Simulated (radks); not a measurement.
# Ionising cobalt step by step, Co⁹⁺ to Co¹²⁺

An exercise on one series of results from a longer session: the logs are not shown, and one member is left open.

Program: radks (a radial shooting solver on a logarithmic mesh, Libxc functionals) version 1. Level of theory: Dirac Kohn-Sham, PBE, spin-unpolarised, spherical densities, point nucleus; open shells fill j = l - 1/2 first. These are calculated values, not measurements, unless marked.

## Starting point

```
element             : cobalt (Z = 27)
charges             : 9 to 12
first configuration : [Ar]
last configuration  : [Ne] 3s2 3p3
```

The first run:

Input:

```text
Z 27
configuration [Ar]
relativity Dirac
functional pbe,pbe
spin unpolarised
j_filling energy
nucleus point
c 137.035999084
```

Among the steps run: Co⁹⁺, [Ar].

One table of the session follows, with a row left open; its other results are not shown here.

It belongs to the step «Co⁹⁺, [Ar]». Sizes of the orbitals, from the radial functions (bohr):

```
level      <r>  outermost maximum (interpolated)  90 % within  nodes
1s1/2  0.05620                            0.0368        0.100      0
2s1/2   0.2547                             0.213        0.394      1
2p1/2   0.2224                             0.170        0.364      0
2p3/2   0.2254                             0.173        0.368      0
3s1/2   0.7062                             0.640         1.04      2
3p1/2   0.7097                             0.633         1.06      1
3p3/2        ?                                 ?            ?      ?
```

**Question.** Estimate the row for 3p3/2.

As computed: <r>: 0.7157; outermost maximum (interpolated): 0.638; 90 % within: 1.07; nodes: 1. In the column «<r>» it is the highest.

Limits of these values: Spin polarisation and multiplet splitting are left out, so open shells lie too high by an amount that depends on their filling.
